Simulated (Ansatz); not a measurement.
Run this with Ansatz 0.2.0 through its Python package and show what comes out.

`lattice_ni.py`:
```python
import ansatz
from ase import Atoms
import numpy as np

def edges_and_angles(cell):
    cell = np.asarray(cell)
    a, b, c = np.linalg.norm(cell, axis=1)
    cosines = cell[1] @ cell[2] / (b * c), cell[0] @ cell[2] / (a * c), cell[0] @ cell[1] / (a * b)
    return (a, b, c, *np.degrees(np.arccos(cosines)))

atoms = Atoms(
    ['Ni', 'Ni'],
    scaled_positions=[
        [1 / 3, 2 / 3, 0.25],
        [2 / 3, 1 / 3, 0.75],
    ],
    cell=[
        [2.448023, 0.0, 0.0],
        [-1.224011, 2.12005, 0.0],
        [0.0, 0.0, 4.072808],
    ],
    pbc=True,
)
atoms.set_initial_magnetic_moments([2.0, 2.0])
crystal = ansatz.Crystal.from_ase(atoms)

setup = (
    crystal.calculation()
    .basis(510)
    .kpoints(density=4.5)
    .occupations('Fermi-Dirac', width=0.1)
    .spin('collinear')
    .relax(cell=True, force_tolerance=0.005)
)

levels = [('blyp', 'd3bj'), ('pbesol', 'none'), ('pbesol', 'd3bj')]
print('level            a       b       c    alpha   beta  gamma  V/atom  steps')
for name, dispersion in levels:
    seen = []
    run = setup.functional(name, dispersion=dispersion).session().plan()
    outcome = run.execute(on_event=lambda e: seen.append(e) if e['event'] == 'relax_step' else None)
    cell = outcome.lattice.cell_ang
    label = name if dispersion == 'none' else f'{name}+{dispersion}'
    print('{:13s} {:7.4f} {:7.4f} {:7.4f} {:6.2f} {:6.2f} {:6.2f}'.format(label, *edges_and_angles(cell)), f'{abs(np.linalg.det(cell)) / len(outcome.lattice.sites):7.3f} {len(seen):5d}')
```

`python lattice_ni.py` gives:
```text
level            a       b       c    alpha   beta  gamma  V/atom  steps
blyp+d3bj      2.4600  2.4600  4.0382  90.00  90.00 120.00  10.582     6
pbesol         2.4500  2.4500  4.0128  90.00  90.00 120.00  10.430     5
pbesol+d3bj    2.4258  2.4258  3.9748  90.00  90.00 120.00  10.128     6
```

From smallest to largest: PBEsol+D3BJ (10.13 Å³ an atom, -4.2 % against the start), PBEsol (10.43 Å³ an atom, -1.3 % against the start) and BLYP+D3BJ (10.58 Å³ an atom, +0.1 % against the start). The spread is 4.5 % in volume.

Other magnetic orders than the one started from may lie lower. Forces vanish by symmetry, so the ions can't move, and the end may be a saddle. BLYP and dispersion corrections can be off by several per cent in the lattices of metals, and by several GPa in the pressure at a fixed cell. The mesh is modest for a metal, so energies can be off by several to tens of meV an atom and pressures by half a GPa or more; differences at equal mesh fare better. This isn't the structure that Ni takes at ambient conditions. Wall time of the script: 100 s on 1 thread of Arm Neoverse V2, on a shared host, peak memory 0.48 GiB.
